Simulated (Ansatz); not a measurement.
Crystal: HfMoC2.

```
CELL_PARAMETERS angstrom
3.19142 0.00000 0.00000
0.00000 3.19142 0.00000
0.00000 0.00000 4.48516
ATOMIC_POSITIONS crystal
Hf 0.00000 0.00000 0.00000
Mo 0.50000 0.50000 0.50000
C 0.50000 0.50000 0.00000
C 0.00000 0.00000 0.50000
```

The cell comes from a database or a generator and needn't be the stable form of this composition.

Base run:

| Quantity | Value |
| --- | --- |
| Program | Ansatz 0.2.0 |
| Functional | PBEsol |
| Potentials or basis | all-electron LAPW, scalar-relativistic |
| Cutoff | 301 eV (chosen from the basis error) |
| Basis error allowed | 0.002 eV/atom |
| k mesh | 8 × 8 × 6 |
| Occupations | fermi-dirac, width 0.05 eV |
| Spin | no spin polarisation |
| Hubbard terms | Hf d U = 4 eV, Mo d U = 4 eV |

Its results: band gap on the k mesh none (metal or under the smearing width); pressure -4.6 GPa.

Question: The run is repeated on the same cell with these changes: hubbard terms from Hf d U = 4 eV, Mo d U = 4 eV to Hf d U = 6 eV, Mo d U = 6 eV. What comes out?

Answer: Band gap on the k mesh none (metal or under the smearing width); pressure -0.8 GPa.

Caveats: U is the effective U less J, on atomic orbitals that reach past the spheres; U without spin polarisation on a metal has little footing; the U is typed as a test and isn't derived for this compound.
